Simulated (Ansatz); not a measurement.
Crystal: TcSe2.

```
Tc Se
1.0
     0.00000    3.14575    3.14575
     3.14575    0.00000    3.14575
     3.14575    3.14575    0.00000
Tc Se
1 2
Direct
  0.00000 0.00000 0.00000
  0.25000 0.25000 0.25000
  0.75000 0.75000 0.75000
```

The cell comes from a database or a generator and needn't be the stable form of this composition.

Base run:

- Program: Ansatz 0.2.0
- Functional: PBE
- Potentials or basis: Ansatz PAW earlier set
- Cutoff: 500 eV
- Density cutoff: 2000 eV
- k mesh: 5 × 5 × 5
- Occupations: gaussian, width 0.05 eV
- Spin: collinear spin, ferromagnetic start
- Starting moments: [0.5, 0.0, 0.0] μB
- Hubbard terms: Tc d U = 8 eV

Its results: band gap on the k mesh none (metal or under the smearing width); pressure 17.7 GPa.

Task: The run is repeated on the same cell with these changes: spin from collinear spin, ferromagnetic start to no spin polarisation; hubbard terms from Tc d U = 8 eV to Tc d U = 4 eV. What comes out?

Result: Band gap on the k mesh none (metal or under the smearing width); pressure -8.1 GPa.

Several settings changed at once, so the effect can't be laid on one alone.

Caveats: the magnetic or orbital state may not be the lowest (some runs); U without spin polarisation on a metal has little footing (some runs).

Not every run made on this cell is shown here.
